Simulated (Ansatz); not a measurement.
Al3Au:

```xyz
4
Lattice="-2.0253 2.0253 4.0566 2.0253 -2.0253 4.0566 2.0253 2.0253 -4.0566" Properties=species:S:1:pos:R:3 pbc="T T T"
Au    0.0000    0.0000    0.0000
Al    0.0000    0.0000    4.0566
Al    2.0253    0.0000    2.0283
Al    0.0000    2.0253    2.0283
```

The cell comes from a database or a generator and needn't be the stable form of this composition.

Below is the output of Ansatz 0.2.0 for this cell. Logs are shortened: lines on timing, memory, paths and dates and some standing lists are left out, and cuts for length are marked.

```text
Warning: RAYON_NUM_THREADS=2 ignored (pool sized by the plan → 2); use --threads N
Engine: ansatz 0.2.0, x86_64-unknown-linux-gnu
Pseudopotentials: kind: paw
Pseudopotential: Au, paw, valence charge 19, recommended cutoff 617 eV (normal), Au.paw.azcp
Pseudopotential: Al, paw, valence charge 11, recommended cutoff 900 eV (normal), Al.paw.azcp
Functional definition: PBE
  parameter kappa = 0.804
  parameter beta = 0.06672455060314922
  exchange = pbe_x(kappa = kappa, mu = beta*pi^2/3)
  correlation = pbe_c(beta = beta)
Crystal: 4 atoms, lattice volume = 66.560 Å³
Basis set: ecut = 900 eV, 4071 PW (Γ), exchange–correlation on 100×100×100 points (8 copies of the dense FFT grid, shifted against one another)
Bands: 32, of which v1, the nominal top of the filled ones, is band 26 counted from 1 (25 counted from 0)
Symmetry: 16 space group operations
Space group: I4/mmm (ITA 139), of the structure as read, at distance tolerance 4.1e-5 Å
k-points: 75 of 729
Non-local potential: Au, projectors of the file, l = 0: 3, l = 1: 3, l = 2: 2, l = 3: 2
Non-local potential: Al, projectors of the file, l = 0: 2, l = 1: 2, l = 2: 1
PAW form: soft (Blöchl's): semilocal exchange-correlation on the pseudo side does not see the compensation charge
PAW one-centre angular grid: Au, 590 points (default); XC on 147 of its mesh's 1761 points in the sphere
PAW one-centre angular grid: Al, 110 points (default); XC on 64 Gauss nodes
Initial density: superposition of atomic densities (chi_scale 0.1, normalization cell, long waves kept (reshape's long-wave potential 0.00 eV rms))
Initial wavefunctions: pseudopotential atomic-orbital guess
Functional: x = pbe(κ = 0.804, μ = 0.2195149727645171), c = pbe(β = 0.06672455060314922)
SCF iter   1: F=—  HF=-20485.864605 eV  |F-HF|=—  |Δ(HF+E_count)|=         —  Δρ=2.52e-1  dr2=8.05e1  ethr=3.10e-3  ⟨swp⟩=7.7  Hψ=11563  notcnv=0  defer=1
preconditioner: auto → Kerker (q_TF=auto, 2.618 Å⁻¹)  [metal: Δε(μ)=0.038 eV  Ē_g=7.027 eV  σ=0.050 eV  W_gap=0.18  n_scr=14 (ndim 8)  ℏωp=20.4 eV  f_vac=0.000  D(μ)=2.24/eV (n_scr^D=14)]
SCF iter   2: F=—  HF=-20477.912921 eV  |F-HF|=—  |Δ(HF+E_count)|=    7.95e0  Δρ=1.20e-1  dr2=1.90e1  ethr=3.10e-3  ⟨swp⟩=3.2  Hψ=4772  notcnv=0  defer=35
SCF iter   3: F=—  HF=-20474.998805 eV  |F-HF|=—  |Δ(HF+E_count)|=    2.91e0  Δρ=3.42e-2  dr2=1.83e0  ethr=3.10e-3  ⟨swp⟩=3.1  Hψ=4379  notcnv=0  defer=56
SCF iter   4: F=—  HF=-20474.576469 eV  |F-HF|=—  |Δ(HF+E_count)|=   4.22e-1  Δρ=5.32e-3  dr2=4.71e-2  ethr=3.10e-3  ⟨swp⟩=2.4  Hψ=3706  notcnv=0  defer=61
SCF iter   5: F=—  HF=-20474.566480 eV  |F-HF|=—  |Δ(HF+E_count)|=   9.99e-3  Δρ=1.77e-3  dr2=4.64e-3  ethr=9.06e-5  ⟨swp⟩=2.1  Hψ=3393  notcnv=0  defer=61
SCF iter   6: F=—  HF=-20474.565255 eV  |F-HF|=—  |Δ(HF+E_count)|=   1.23e-3  Δρ=4.37e-4  dr2=2.18e-4  ethr=8.92e-6  ⟨swp⟩=2.0  Hψ=3052  notcnv=0  defer=61
SCF iter   7: F=—  HF=-20474.565208 eV  |F-HF|=—  |Δ(HF+E_count)|=   4.69e-5  Δρ=1.07e-4  dr2=7.04e-6  ethr=4.19e-7  ⟨swp⟩=2.1  Hψ=3159  notcnv=0  defer=61
SCF iter   8: F=—  HF=-20474.565093 eV  |F-HF|=—  |Δ(HF+E_count)|=   1.15e-4  Δρ=2.54e-5  dr2=6.25e-7  ethr=1.35e-8  ⟨swp⟩=2.1  Hψ=4165  notcnv=0  defer=61
SCF iter   9: F=-20474.565093 eV  HF=-20474.565093 eV  |F-HF|=1.39e-8  |Δ(HF+E_count)|=   1.23e-7  Δρ=4.98e-6  dr2=2.07e-8  ethr=1.92e-10  ⟨swp⟩=13.1  Hψ=14226  notcnv=0
SCF 1 converged in 9 iterations: F = -20474.565093 eV  dr2 = 2.07e-8
  greatest PAW one-centre occupation: 0.999 electrons in one spin orbital (limit 2), on the Au atom at site 0 (counted from 0), in its partial waves of l = 0
SCF converged after 9 iterations
Free energy (F): -20474.565093 eV
Harris-Foulkes:  -20474.565093 eV  (|F-HF|=1.39e-8)
Internal energy: -20474.553648 eV  (E = F + TS)
E sigma→0 (E₀):  -20474.559370 eV
Entropy (-TS):   -0.011444 eV (-2.861 meV/atom)
Fermi energy:    13.171889 eV
--- Per-component energies (eV) ---
  E_band       = -1775.527215
  E_kinetic    = 1639.956723
  E_local      = -10355.404222  (includes V_loc(G=0)·N_el)
  E_nonlocal   = 2168.701842
  E_hartree    = 2897.032184
  E_xc         = -525.519288
  E_vxc        = -640.504754  (∫ρ·V_xc dr)
  E_paw        = -10597.418761  (= ΣΔE_a)
  E_vpaw       = -382.343607  (= ΣTr[D̂ρ^β])
  E_aug_tail   = 0.000172  (compensation charges beyond the density's cutoff)
  E_ewald      = -5701.902298
  E_smearing   = -0.011444  (= −TS)
  E_closure    = 0.000000  (closes the sum)
  Σ components = -20474.565093   (vs F -20474.565093, Δ=0.00e0)
--- Forces (eV/Å), atoms counted from 1 ---
  atom   1  Au    -0.00000000     0.00000000     0.00000000
  atom   2  Al     0.00000000    -0.00000000     0.00000000
  atom   3  Al     0.00000000     0.00000000     0.00000000
  atom   4  Al    -0.00000000     0.00000000     0.00000000
  max |Σ_I F_I| component: 2.43e-17 eV/Å
--- Stress (GPa, compression-positive) ---
        0.538300       0.000000       0.000000
        0.000000       0.538300       0.000000
        0.000000       0.000000       0.125320
  P = ⅓ Tr σ = 0.4006 GPa (4.006 kbar)
--- Band table (eV; the first three rows and the last of 75) ---
  k-point 0: bands = ["-93.5359", "-90.7073", "-90.7056", "-90.5490", "-52.1791", "-52.1770", "-52.1742", "-52.1742", "-52.1640", "-52.1640", "-52.0233", "-52.0233", "-51.9931", "-44.8678", "-44.8642", "-44.8642", "1.9429", "7.1239", "7.1846", "7.3913", "7.3913", "7.8961", "10.5487", "13.2084", "13.2084", "13.5446", "13.8832", "13.9901", "13.9901", "14.0519", "15.3762", "16.6090"]
  k-point 1: bands = ["-93.5359", "-90.7072", "-90.7057", "-90.5490", "-52.1790", "-52.1771", "-52.1743", "-52.1729", "-52.1653", "-52.1639", "-52.0233", "-52.0232", "-51.9931", "-44.8678", "-44.8644", "-44.8643", "2.1813", "7.1803", "7.2391", "7.2726", "7.3172", "7.7626", "10.9202", "12.1908", "12.2301", "12.6039", "12.7834", "13.6834", "15.6177", "16.1150", "16.8842", "16.9909"]
  k-point 2: bands = ["-93.5358", "-90.7069", "-90.7059", "-90.5491", "-52.1786", "-52.1775", "-52.1747", "-52.1696", "-52.1686", "-52.1636", "-52.0233", "-52.0232", "-51.9931", "-44.8678", "-44.8647", "-44.8646", "2.8827", "6.8733", "7.2233", "7.3649", "7.3654", "7.4930", "10.7447", "11.2111", "11.4467", "11.8943", "12.1078", "13.7729", "14.1493", "17.7726", "18.4572", "18.5525"]
  k-point 74: bands = ["-93.5359", "-90.7072", "-90.7056", "-90.5491", "-52.1788", "-52.1770", "-52.1740", "-52.1740", "-52.1642", "-52.1642", "-52.0232", "-52.0232", "-51.9934", "-44.8680", "-44.8644", "-44.8642", "4.2637", "4.4285", "6.8566", "7.7945", "7.8385", "7.8637", "7.8692", "9.8843", "10.8394", "13.3137", "14.7341", "17.6584", "18.3150", "18.5211", "18.9432", "19.0465"]
```

Write the input and the command behind it.

Single point with PBE, no spin polarisation. The files as run (others can give the same):

input.yaml
```yaml
crystal:
  lattice:
    - [-2.025333, 2.025333, 4.0566]
    - [2.025333, -2.025333, 4.0566]
    - [2.025333, 2.025333, -4.0566]
  atoms:
    - { symbol: Au, position: [0.0, 0.0, 0.0] }
    - { symbol: Al, position: [0.5, 0.5, 0.0] }
    - { symbol: Al, position: [0.25, 0.75, 0.5] }
    - { symbol: Al, position: [0.75, 0.25, 0.5] }
hamiltonian:
  xc: pbe
  pseudopotentials: { kind: paw, source: ansatz }
kpoints:
  mp_grid: { grid: [9, 9, 9] }
scf:
  occupations: { method: fermi_dirac, width: 0.05 }
output:
  forces: true
  stress: true
  eigenvalues: true
```

Potentials or basis: Ansatz PAW earlier set.
Command:
```console
$ ansatz run input.yaml --threads 2 --pin off --max-ram 5632MiB --backend cpu --events-out ev --progress --plain --runs-dir out
```
